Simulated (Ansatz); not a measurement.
Task: a relaxed scan of one distance of FH3SeSn, SMILES [F][SnH2][SeH], with Ansatz's Python interface. Give the script and its output. Settings (for the species named): B3LYP, def2-SVP basis, multiplicity 1.

```xyz
6

F    -1.9657   -0.0024   -0.4928
Sn   -0.1147   -0.3512   -0.5043
Se    0.8060    0.0648    1.8146
H     0.2162   -2.0114   -0.9538
H     0.7011    0.6862   -1.6716
H     0.3992    1.5499    1.7617
```

The script, `fh3sesn.py`:
```python
"""One bond of FH3SeSn held at set lengths while the rest relaxes."""

import ansatz as az
import numpy as np

GEOMETRY = """
F    -1.96570   -0.00240   -0.49280
Sn   -0.11470   -0.35120   -0.50430
Se    0.80600    0.06480    1.81460
H     0.21620   -2.01140   -0.95380
H     0.70110    0.68620   -1.67160
H     0.39920    1.54990    1.76170
"""

system = az.Crystal.molecule()
for line in GEOMETRY.strip().splitlines():
    symbol, *xyz = line.split()
    system = system.atom(symbol, [float(v) for v in xyz])

base = system.calculation().basis(gaussian="def2-SVP").functional("b3lyp")
symbols = [site.symbol for site in system.cartesian_sites]
pairs = [(0, 1), (1, 2), (1, 3), (1, 4), (2, 5)]
print("held (A)   E (eV)        ", "  ".join(f"{symbols[i]}{i}-{symbols[j]}{j}" for i, j in pairs))
for length in [1.42, 1.54, 1.66, 1.85, 2.08]:
    report = base.relax(constraints=[az.DistanceConstraint((2, 5), at=length)], force_tolerance=0.02, max_steps=60).run(threads=1, backend="cpu").report
    xyz = np.array(report["positions_ang"])
    print(f"{length:6.2f} {report['free_energy_ev']:14.5f}  ", "  ".join(f"{np.linalg.norm(xyz[i] - xyz[j]):.3f}" for i, j in pairs))
```

```console
$ python fh3sesn.py
held (A)   E (eV)         F0-Sn1  Sn1-Se2  Sn1-H3  Sn1-H4  Se2-H5
DeckWarning: relax.constraints: the input's atoms, or those drawn, lie off the distances that are held; a relaxation that starts there is brought onto them ahead of its first SCF, by positions alone, an atom by 6.04e-2 Å at the most. With the symmetry detection on, the symmetry is detected on the input's atoms as so [...]
  1.42   -73940.50501   1.954  2.548  1.713  1.715  1.420
  1.54   -73940.50457   1.954  2.549  1.714  1.715  1.540
  1.66   -73940.27527   1.954  2.550  1.714  1.714  1.660
  1.85   -73939.69433   1.954  2.550  1.716  1.714  1.850
  2.08   -73938.89481   1.953  2.551  1.716  1.713  2.080
```
(Warnings from the package without file and line, shortened, repeats left out.)

Total energies depend on the basis set; only differences at equal settings carry meaning. The energies are electronic: no zero-point or thermal terms, and the basis set is short of its limit. def2 sets replace the cores of elements past krypton by effective core potentials. b3lyp holds the VWN-RPA fit, as in Gaussian; the form of ORCA and Turbomole is b3lyp5. Wall time of the script: 3.5 min on 1 thread of Arm Neoverse V1, with other jobs on the host, peak memory 0.27 GiB.
